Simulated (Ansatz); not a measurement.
**Ti: response to strain**

Ti is deformed so: equal xy, yz and zx engineering shear strains of -1 %. What stress and forces result, by LAPW, PAW and all-electron datasets made for the crystal?

Program: Ansatz 0.2.0. Level of theory: DFT LDA, scalar-relativistic. These are calculated values, not measurements.

**1. Starting point**

It takes space group Fm-3m (No. 225, cubic). Conventional cell: a = 4.060 Å, b = 4.060 Å, c = 4.060 Å, α = 90.00°, β = 90.00°, γ = 90.00°. Around Ti (site symmetry m-3m) lie 12 Ti at 2.87 Å.

Coordinates:

```xyz
1
Lattice="0.0000 2.0300 2.0300 2.0300 0.0000 2.0300 2.0300 2.0300 0.0000" Properties=species:S:1:pos:R:3 pbc="T T T"
Ti    0.0000    0.0000    0.0000
```

**2. The deformed structure**

Space group Fm-3m before, R-3m after.

**3. All-electron LAPW**

input.yaml reads:

```yaml
crystal:
  lattice:
    - [-0.0203, 2.01985, 2.01985]
    - [2.01985, -0.0203, 2.01985]
    - [2.01985, 2.01985, -0.0203]
  atoms:
    - { symbol: Ti, position: [0.0, 0.0, 0.0] }
kpoints:
  mp_grid: { grid: [14, 14, 14] }
  band_path:
    path:
      - [0.0, 0.0, 0.0]
      - [0.5, 0.5, 0.5]
      - [0.2525443832, 0.5, 0.7474556168]
      - [-0.2525443832, 0.2525443832, 0.5]
      - [0.0, 0.0, 0.5]
      - [0.0, 0.0, 0.0]
      - [-0.3762721916, 0.0, 0.3762721916]
      - [0.0, 0.3762721916, 0.6237278084]
      - [0.0, 0.5, 0.5]
    npoints: 5
scf:
  occupations: { method: fermi_dirac, width: 0.05 }
hamiltonian:
  xc: lda
  pseudopotentials: { kind: all_electron, lapw: { basis_error: 0.00025 } }
output:
  forces: true
  stress: true
  eigenvalues: true
```

The run is started by

```
ansatz run input.yaml --threads 1 --pin off --max-ram 3072MiB --backend cpu --events-out ev --progress --plain --runs-dir out
```

**4. PAW with frozen cores**

input.yaml reads:

```yaml
crystal:
  lattice:
    - [-0.0203, 2.01985, 2.01985]
    - [2.01985, -0.0203, 2.01985]
    - [2.01985, 2.01985, -0.0203]
  atoms:
    - { symbol: Ti, position: [0.0, 0.0, 0.0] }
kpoints:
  mp_grid: { grid: [14, 14, 14] }
scf:
  occupations: { method: fermi_dirac, width: 0.05 }
hamiltonian:
  xc: lda
  pseudopotentials: { kind: paw }
output:
  forces: true
  stress: true
  eigenvalues: true
  efg: { contact_densities: true }
```

**5. All-electron PAW on datasets made for the crystal**

input.yaml, as its differences from that of step 4:

```diff
@@ -13,3 +13,3 @@
   xc: lda
-  pseudopotentials: { kind: paw }
+  pseudopotentials: { kind: all_electron, datasets: crystal }
 output:
```

(Steps that only read results are left out.)

**Question.** What will these runs give? Wanted: pressure; largest shear or deviatoric stress.

**Answer**, as computed:

| quantity | value |
| --- | --- |
| pressure | LAPW -4.86, PAW -4.87, crystal datasets -4.86 GPa |
| largest shear or deviatoric stress (LAPW) | 0.53 GPa |

**Reading.** The largest part of the stress beyond the pressure is 0.53 GPa in size. No run of the undeformed cell stands beside it, so the pressure holds what the given cell had before the change. PAW: stress within 0.01 GPa of LAPW. Crystal datasets: stress within 0.01 GPa of LAPW.
